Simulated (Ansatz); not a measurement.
Working through cell relaxations under several functionals of AlAu, space group Pm-3m

With Ansatz 0.2.0, Python API.

Notebook, run cell by cell (the value of a cell's last expression is shown):

**Cell 1**
```python
import warnings

import ansatz as az
import numpy as np
```

**Cell 2**
```python
CUTOFF_EV = 470
K_DENSITY = 2.7
OCCUPATIONS = "Gaussian"
SMEARING_WIDTH = 0.15
```

**Cell 3**
```python
def edges_and_angles(cell):
    cell = np.asarray(cell)
    a, b, c = np.linalg.norm(cell, axis=1)
    cosines = cell[1] @ cell[2] / (b * c), cell[0] @ cell[2] / (a * c), cell[0] @ cell[1] / (a * b)
    return (a, b, c, *np.degrees(np.arccos(cosines)))
```

**Cell 4**
```python
warnings.simplefilter("ignore", az.DeckWarning)
```

**Cell 5**
```python
cell = (
    az.Lattice.cubic(3.223942)
    .space_group(221)
    .atom("Al", [0.0, 0.0, 0.0])
    .atom("Au", [0.5, 0.5, 0.5])
)
```

**Cell 6**
```python
cell.resolved().tree()["lattice"]
```
Output:
```text
((3.223942, 0.0, 0.0), (1.974095125468358e-16, 3.223942, 0.0),
 (1.974095125468358e-16, 1.974095125468358e-16, 3.2239420000000005))
```

**Cell 7**
```python
model = (
    cell.calculation()
    .basis(CUTOFF_EV, xc_grid=3)
    .kpoints(density=K_DENSITY)
    .occupations(OCCUPATIONS, width=SMEARING_WIDTH)
    .relax(cell=True, density_extrapolation="second_order")
)
```

**Cell 8**
```python
levels = [("lda", "none"), ("r2scan", "d4"), ("r2scan", "none"), ("pbesol", "none")]
print("level            a       b       c    alpha   beta  gamma  V/atom  steps")
for name, dispersion in levels:
    seen = []
    run = model.functional(name, dispersion=dispersion).session().plan()
    out = run.execute(on_event=lambda e: seen.append(e) if e["event"] == "relax_step" else None)
    cell = out.lattice.cell_ang
    label = name if dispersion == "none" else f"{name}+{dispersion}"
    print("{:13s} {:7.4f} {:7.4f} {:7.4f} {:6.2f} {:6.2f} {:6.2f}".format(label, *edges_and_angles(cell)), f"{abs(np.linalg.det(cell)) / len(out.lattice.sites):7.3f} {len(seen):5d}")
```
Output:
```text
level            a       b       c    alpha   beta  gamma  V/atom  steps
lda            3.1533  3.1533  3.1533  90.00  90.00  90.00  15.678     6
r2scan+d4      3.1753  3.1753  3.1753  90.00  90.00  90.00  16.008     6
r2scan         3.1863  3.1863  3.1863  90.00  90.00  90.00  16.174     5
pbesol         3.1784  3.1784  3.1784  90.00  90.00  90.00  16.055     5
```

From smallest to largest: LDA (15.68 Å³ an atom, -6.4 % against the start), r2SCAN+D4 (16.01 Å³ an atom, -4.5 % against the start), PBEsol (16.05 Å³ an atom, -4.2 % against the start) and r2SCAN (16.17 Å³ an atom, -3.5 % against the start). The spread is 3.2 % in volume.

Caveats:
- These settings explore the input space; cutoff and mesh may be short of convergence.
- The cutoff lies under the one recommended for these potentials in some of the runs.
- Forces vanish by symmetry, so the ions can't move, and the end may be a saddle.
- Dispersion corrections can be off by several per cent in the lattices of metals, and by several GPa in the pressure at a fixed cell.
- Spin-orbit coupling, which matters for elements this heavy, is left out.
- This cell is a computed structure, which may not be the phase found in nature.
- The script silences the warnings on its input, which a real study should read.
- Wall time of the script: 21 s on 1 thread of Intel(R) Xeon(R) Platinum 8488C (Sapphire Rapids), on a shared host, peak memory 0.45 GiB.

(Lines on the test bed's own set-up are left out of the output.)
